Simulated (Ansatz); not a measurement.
**Se₂Cl₂: vertical ionisation energy**

An exercise on one series of results from a longer session: the logs are not shown, and one member is left open.

Computed with Ansatz 0.2.0, Gaussian basis. Level: unrestricted cation, the program's frozen cores in correlated methods.

The runs, in order: UKS PBE-D4/def2-TZVPP; UKS r2SCAN-D4/def2-TZVPP; UKS PBE0-D4/def2-TZVPP; UKS B3LYP-D4/def2-TZVPP; UKS wB97X-V/def2-TZVPP; UKS wB97M-V/def2-TZVPP; UKS B2PLYP/def2-TZVPP; UHF-CCSD(T)/def2-TZVPP; UHF-MP2/def2-QZVPP; extrapolation to the limit; then −ε(HOMO) from the neutral's earlier runs with LDA (SPW92), PBE-D4, revPBE-D4, BLYP-D4, r2SCAN-D4, B97M-V, PBE0-D4, B3LYP-D4, r2SCANh-D4, r2SCAN0-D4, HSE06-D4, BHLYP-D4, CAM-B3LYP-D4, LC-ωPBE, ωB97X-V, ωB97M-V.

**The geometry**

All runs share one geometry, relaxed beforehand with PBE0-D4 in a triple-zeta def2 set.

SMILES `Cl[Se][Se]Cl`, 4 atoms, charge 0, spin multiplicity 1.

Atoms are counted from 1 here; the program's logs count them from 0.

Bond lengths: Cl1–Se2 2.186 Å, Se2–Se3 2.232 Å, Se3–Cl4 2.186 Å. Angles: Cl1–Se2–Se3 106.0°, Se2–Se3–Cl4 106.0°.

Set-up of the first run:

in.yaml reads:

```yaml
crystal:
  periodic: [false, false, false]
  atoms:
    - {symbol: Cl, position_ang: [0.393259, 0.140340, 2.334853]}
    - {symbol: Se, position_ang: [-1.102778, -0.148010, 0.767158]}
    - {symbol: Se, position_ang: [-0.249327, 0.780426, -1.074856]}
    - {symbol: Cl, position_ang: [0.958846, -0.772766, -2.027155]}
basis:
  gaussian: {orbitals: def2-TZVPP}
total_charge: 1
magnetization: {spin_polarized: true, initial_magnetization: 1}
hamiltonian: {xc: pbe, dispersion: d4}
```

On the command line:

```sh
> ansatz run in.yaml --threads 2 --pin off --events-out ev --progress --plain --max-ram 22528MiB --backend cpu
```

Among the steps run: Cation, UKS PBE-D4/def2-TZVPP; Cation, UKS r2SCAN-D4/def2-TZVPP; Cation, UKS PBE0-D4/def2-TZVPP; Cation, UKS B3LYP-D4/def2-TZVPP; Cation, UKS wB97X-V/def2-TZVPP; Cation, UKS wB97M-V/def2-TZVPP; Cation, UKS B2PLYP (frozen core)/def2-TZVPP; Cation, UHF-CCSD(T)/def2-TZVPP; Cation, UHF-MP2/def2-QZVPP.

One of the session's tables, all rows but one given; the rest of the session is left out.

It belongs to the step «Ionisation energies side by side». For comparison, −ε(HOMO) of the neutral from earlier runs:

| functional | −ε(HOMO) (eV) |
| --- | --- |
| LDA (SPW92) | 6.58 |
| PBE-D4 | ? |
| revPBE-D4 | 6.36 |
| BLYP-D4 | 6.23 |
| r2SCAN-D4 | 6.71 |
| B97M-V | 6.78 |
| PBE0-D4 | 7.58 |
| B3LYP-D4 | 7.33 |
| r2SCANh-D4 | 7.13 |
| r2SCAN0-D4 | 7.77 |
| HSE06-D4 | 7.19 |
| BHLYP-D4 | 8.60 |
| CAM-B3LYP-D4 | 8.83 |
| LC-ωPBE | 10.18 |
| ωB97X-V | 9.83 |
| ωB97M-V | 9.67 |

Q: Estimate the row for PBE-D4 from the others.

The run gave: −ε(HOMO) (eV): 6.41. In the column «−ε(HOMO) (eV)» it lies between revPBE-D4 (6.36) and LDA (SPW92) (6.58).
